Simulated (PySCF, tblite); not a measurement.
# C₈H₁₁N: geometry, infrared bands and NMR shifts

What infrared bands and NMR shifts should C₈H₁₁N (`C#C[C@@]12CC[C@@H]1CNC2`) show?

Programs: tblite 0.8.0 and PySCF 2.14.0, with density-fitted response routines of our own. Each step states its level of theory. These are calculated values for one molecule in the gas phase, unless marked as measured. Atoms count from 0, in the outputs and in this text.

## (1) Starting geometry

20 atoms, charge 0, multiplicity 1; geometry from: force field or distance geometry start.

Bonds of the start (Å): C0–C1 1.21, C1–C2 1.46, C2–C3 1.50, C3–C4 1.54, C4–C5 1.51, C5–C6 1.52, C6–N7 1.42, N7–C8 1.44, C5–C2 1.49, C8–C2 1.49, C0–H9 1.07, C3–H10 1.09, C3–H11 1.11, C4–H12 1.12, C4–H13 1.09, C5–H14 1.10, C6–H15 1.12, C6–H16 1.11, N7–H17 1.05, C8–H18 1.14, C8–H19 1.09.

## (2) Optimising the geometry with GFN2-xTB

The job: settings as JSON, then the geometry in Å.

```
{"job": {"kind": "relax", "xc": "GFN2-xTB", "basis": "xTB"}, "charge": 0, "multiplicity": 1}
C      1.699200     2.619100    -0.445300
C      0.955300     1.667200    -0.394400
C      0.080600     0.495400    -0.333800
C      0.630000    -0.735000    -0.993100
C      1.326300    -0.991300     0.360700
C      0.166500    -0.228900     0.963000
C     -1.137000    -1.017700     0.975600
N     -1.939200    -0.518100    -0.090800
C     -1.377800     0.766500    -0.428800
H      2.346600     3.474000    -0.501200
H     -0.054000    -1.556600    -1.225800
H      1.341000    -0.427800    -1.792400
H      2.296300    -0.431200     0.438500
H      1.377500    -2.037700     0.652700
H      0.350700     0.344900     1.878300
H     -1.680000    -0.829800     1.941600
H     -0.967900    -2.102300     0.832200
H     -2.035000    -1.165300    -0.914700
H     -1.630600     1.476100     0.420700
H     -1.753500     1.209300    -1.346000
```

Started as:

```bash
OMP_NUM_THREADS=1 python probes_run.py task.json out
```

This one command runs all jobs of the session in turn.

**Question.** This job is followed by: GFN2-xTB harmonic vibrations, gas phase; GIAO PBE0/pcSseg-1 NMR shielding, non-relativistic, gas phase. What will the session give for the following? strongest single infrared mode (GFN2-xTB); zero-point energy (GFN2-xTB); 13C shifts against TMS (PBE0/pcSseg-1); 1H shifts against TMS (PBE0/pcSseg-1); 15N shifts against NH3 (PBE0/pcSseg-1); surface potential, 1st and 99th percentile.

The runs gave:

```
                                 quantity                                                                 value
strongest single infrared mode (GFN2-xTB)                                                  3002 cm⁻¹, 74 km/mol
             zero-point energy (GFN2-xTB)                                                        106.8 kcal/mol
   13C shifts against TMS (PBE0/pcSseg-1)                    93.6, 78.3, 65.9, 59.5, 49.8, 39.8, 31.7, 22.0 ppm
    1H shifts against TMS (PBE0/pcSseg-1)  2.98, 2.91, 2.89, 2.76, 2.63, 2.37, 2.29, 2.03, 1.87, 1.57, 1.11 ppm
   15N shifts against NH3 (PBE0/pcSseg-1)                                                              55.3 ppm
    surface potential, 1st and 99th percentile                                                    -1.59 V and 1.36 V
```

**Reading.** The optimisation took 60 steps and gained 1.025 eV; among the close pairs (by a distance rule), C2–C5 changed most, from 1.488 to 1.555 Å. All 54 modes are real, so the xTB geometry is a minimum. Unscaled tight-binding wavenumbers are off by several per cent, some by more. Its intensities can rank the bands wrongly. At PBE0/pcSseg-1: The largest span, 317 ppm, is at C1, where the paramagnetic term is -158 ppm.
